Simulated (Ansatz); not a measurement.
# CH6AsBOSi: the cost of one run

All numbers below are computed with Ansatz 0.2.0 (RKS r2SCAN/def2-SVP).

## Step 1: The structure to begin with

Bond lengths: O1–Si2 1.693 Å, Si2–C3 1.811 Å, C3–B4 1.655 Å, Si2–As5 2.261 Å, B4–As5 2.147 Å, O1–H6 1.049 Å, Si2–H7 1.476 Å, C3–H8 1.171 Å, C3–H9 1.144 Å, B4–H10 1.131 Å, As5–H11 1.546 Å. Angles (14 of 19 angles, heavy atoms first): O1–Si2–C3 109.3°, O1–Si2–As5 110.8°, C3–Si2–As5 82.5°, Si2–C3–B4 108.5°, C3–B4–As5 89.8°, Si2–As5–B4 79.3°, O1–Si2–H7 118.4°, C3–Si2–H7 115.0°, As5–Si2–H7 115.4°, Si2–O1–H6 102.7°, Si2–C3–H8 111.8°, Si2–C3–H9 112.4°, B4–C3–H8 105.2°, B4–C3–H9 111.7°.

As a file:

```xyz
11

O    -2.1559    0.0872    0.8795
Si   -0.7887    0.6554    0.0590
C     0.6974   -0.0685    0.7999
B     1.3491   -1.1430   -0.2765
As   -0.2468   -0.7230   -1.6500
H    -2.9407    0.3653    0.2408
H    -0.6984    2.0980   -0.2385
H     1.5313    0.7352    0.9739
H     0.4861   -0.5595    1.8113
H     2.2075   -1.8791   -0.2779
H     0.6245    0.3751   -2.3010
```

## Step 2: Relaxing end A

File input.yaml:

```yaml
crystal:
  periodic: [false, false, false]
  atoms:
    - { symbol: O, position_ang: [-2.1559, 0.0872, 0.8795] }
    - { symbol: Si, position_ang: [-0.7887, 0.6554, 0.059] }
    - { symbol: C, position_ang: [0.6974, -0.0685, 0.7999] }
    - { symbol: B, position_ang: [1.3491, -1.143, -0.2765] }
    - { symbol: As, position_ang: [-0.2468, -0.723, -1.65] }
    - { symbol: H, position_ang: [-2.9407, 0.3653, 0.2408] }
    - { symbol: H, position_ang: [-0.6984, 2.098, -0.2385] }
    - { symbol: H, position_ang: [1.5313, 0.7352, 0.9739] }
    - { symbol: H, position_ang: [0.4861, -0.5595, 1.8113] }
    - { symbol: H, position_ang: [2.2075, -1.8791, -0.2779] }
    - { symbol: H, position_ang: [0.6245, 0.3751, -2.301] }
basis:
  gaussian: { orbitals: def2-SVP }
hamiltonian:
  xc: r2scan
relax:
  f_tol: 0.015
  max_steps: 40
```

Started as:

```console
> ansatz run input.yaml --threads 2 --pin off --max-ram 3072MiB --backend cpu --events-out ev --progress --plain --runs-dir out
```

**Question.** How long does this run take on 2 threads of AMD EPYC 9R14 (Zen 4), shared host, and how much memory does it need?

About 64 s, with a peak of 0.22 GiB.
